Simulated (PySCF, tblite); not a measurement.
# C2H11FSSi3: geometry, infrared bands and NMR shifts

Wanted: the infrared bands and NMR shifts of C2H11FSSi3 (`C[SiH2]CS[Si@@H](F)[SiH3]`), by calculation.

The runs use tblite 0.8.0 and PySCF 2.14.0, with density-fitted response routines of our own; the level of theory stands in each step. All values are computed, except where a source is named. Atoms count from 0, in the outputs and in this text.

## Step 1: The molecule as given

18 atoms, charge 0, multiplicity 1; geometry from: force field or distance geometry start.

Bonds of the start (Å): C0–Si1 1.85, Si1–C2 1.87, C2–S3 1.80, S3–Si4 2.15, Si4–F5 1.60, Si4–Si6 2.30, C0–H7 1.10, C0–H8 1.09, C0–H9 1.10, Si1–H10 1.48, Si1–H11 1.49, C2–H12 1.10, C2–H13 1.10, Si4–H14 1.49, Si6–H15 1.51, Si6–H16 1.49, Si6–H17 1.48.

## Step 2: Optimising the geometry with GFN2-xTB

Job settings and geometry (Å):

```
{"job": {"kind": "relax", "xc": "GFN2-xTB", "basis": "xTB"}, "charge": 0, "multiplicity": 1}
C     -3.237800    -0.497100     0.438500
Si    -2.395000    -0.201600    -1.186200
C     -0.734300     0.629100    -0.983000
S      0.393000    -0.431400    -0.065700
Si     2.202400     0.728000     0.020500
F      1.783000     2.204500     0.487800
Si     3.781900    -0.191000     1.412000
H     -3.369300     0.447800     0.993400
H     -2.675000    -1.183900     1.076900
H     -4.242800    -0.929900     0.287900
H     -3.264000     0.653300    -2.021100
H     -2.251600    -1.495500    -1.908600
H     -0.870300     1.584300    -0.446500
H     -0.313400     0.843300    -1.975000
H      2.709600     0.835100    -1.378500
H      3.281600    -0.301600     2.828600
H      4.170700    -1.556700     0.967000
H      5.022500     0.622900     1.440300
```

The run is started by

```console
$ OMP_NUM_THREADS=1 python probes_run.py task.json out
```

This one command runs all jobs of the session in turn.

**Question.** This job is followed by: GFN2-xTB harmonic vibrations, gas phase; GIAO PBE0/pcSseg-1 NMR shielding, non-relativistic, gas phase. Predict these results of the whole session: strongest single infrared mode (GFN2-xTB); zero-point energy (GFN2-xTB); 13C shifts against TMS (PBE0/pcSseg-1); 1H shifts against TMS (PBE0/pcSseg-1, means over atoms taken as alike); 29Si shifts against TMS (PBE0/pcSseg-1); 33S shifts against CS2 (PBE0/pcSseg-1); 19F shifts against CFCl3 (PBE0/pcSseg-1).

The runs gave:

| quantity | value |
| --- | --- |
| strongest single infrared mode (GFN2-xTB) | 628 cm⁻¹, 517 km/mol |
| zero-point energy (GFN2-xTB) | 73.2 kcal/mol |
| 13C shifts against TMS (PBE0/pcSseg-1) | 13.5, -8.1 ppm |
| 1H shifts against TMS (PBE0/pcSseg-1, means over atoms taken as alike) | 6.07, 4.49, 4.25, 3.47, 2.29, 1.77, 0.34 ppm |
| 29Si shifts against TMS (PBE0/pcSseg-1) | 37.8, -40.2, -119.5 ppm |
| 33S shifts against CS2 (PBE0/pcSseg-1) | -109 ppm |
| 19F shifts against CFCl3 (PBE0/pcSseg-1) | -202.0 ppm |

The optimisation took 64 steps and gained 0.187 eV; among the close pairs (by a distance rule), Si6–H15 changed most, from 1.506 to 1.464 Å. No mode is imaginary among the 48: a minimum at this level. The strongest single mode, at 628 cm⁻¹, moves mainly H14. Unscaled tight-binding wavenumbers are off by several per cent, some by more. Its intensities can rank the bands wrongly. At PBE0/pcSseg-1: The largest span, 288 ppm, is at S3, where the paramagnetic term is -451 ppm.
